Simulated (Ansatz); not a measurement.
## BBrClF, SMILES FB(Cl)Br: a rigid scan of one bond length

Computed with Ansatz 0.2.0 through its Python package.

The script, `run_scan.py`:
```python
import warnings

import ansatz as az
import numpy as np

BASIS_SET = 'def2-SVP'
FUNCTIONAL = 'r2scan0'

warnings.simplefilter('ignore', az.DeckWarning)

geometry_ang = [
    ('F', (-0.0422, -1.4928, -0.5919)),
    ('B', (-0.0223, -0.1313, -0.0216)),
    ('Cl', (-0.3836, 0.1055, 1.7632)),
    ('Br', (0.5036, 1.4584, -1.1701)),
]
geometry = az.Crystal.molecule()
for symbol, xyz in geometry_ang:
    geometry = geometry.atom(symbol, xyz)

symbols = [site.symbol for site in geometry.cartesian_sites]
start = np.array([site.position_ang for site in geometry.cartesian_sites])
axis = (start[0] - start[1]) / np.linalg.norm(start[0] - start[1])
moving = [0]
lengths, energies = [1.25, 1.36, 1.48, 1.62, 1.85, 2.21, 2.66, 3.25], []
for length in lengths:
    xyz = start.copy()
    xyz[moving] += (length - np.linalg.norm(start[0] - start[1])) * axis
    point = az.Crystal.molecule()
    for symbol, place in zip(symbols, xyz):
        point = point.atom(symbol, place.tolist())
    calculation = (
        point.calculation()
        .basis(gaussian=BASIS_SET)
        .functional(FUNCTIONAL)
    )
    report = calculation.run(threads=1, pin='off').report
    energies.append(report['free_energy_ev'])
    print(f'r = {length:6.3f} A  E = {energies[-1]:.5f} eV  <S^2> = {abs(report["mean_field"]["state"]["spin_squared"]):.3f}')

print('energy above the lowest point (eV):', [round(e - min(energies), 3) for e in energies])
```

`python run_scan.py` gives:
```text
r =  1.250 A  E = -85947.43315 eV  <S^2> = 0.000
r =  1.360 A  E = -85947.37332 eV  <S^2> = 0.000
r =  1.480 A  E = -85946.85508 eV  <S^2> = 0.000
r =  1.620 A  E = -85945.99848 eV  <S^2> = 0.000
r =  1.850 A  E = -85944.48028 eV  <S^2> = 0.000
r =  2.210 A  E = -85942.42009 eV  <S^2> = 0.000
r =  2.660 A  E = -85940.62905 eV  <S^2> = 0.000
r =  3.250 A  E = -85939.25439 eV  <S^2> = 0.000
energy above the lowest point (eV): [0.0, 0.06, 0.578, 1.435, 2.953, 5.013, 6.804, 8.179]
```

Notes:
- Total energies depend on the basis set; only differences at equal settings carry meaning.
- The rest of the molecule is held rigid at a force-field or estimated start geometry, and the basis set is modest; single-reference methods fail as a bond breaks.
- The orbitals are restricted, so S² is zero by construction.
- Toward dissociation an unrestricted state can lie under the restricted one, by tenths of an eV for polar bonds under a functional and by 1 to 2 eV or more for others.
- The whole script took 34 s on 1 thread of Arm Neoverse V2 (shared host), peak memory 0.24 GiB.
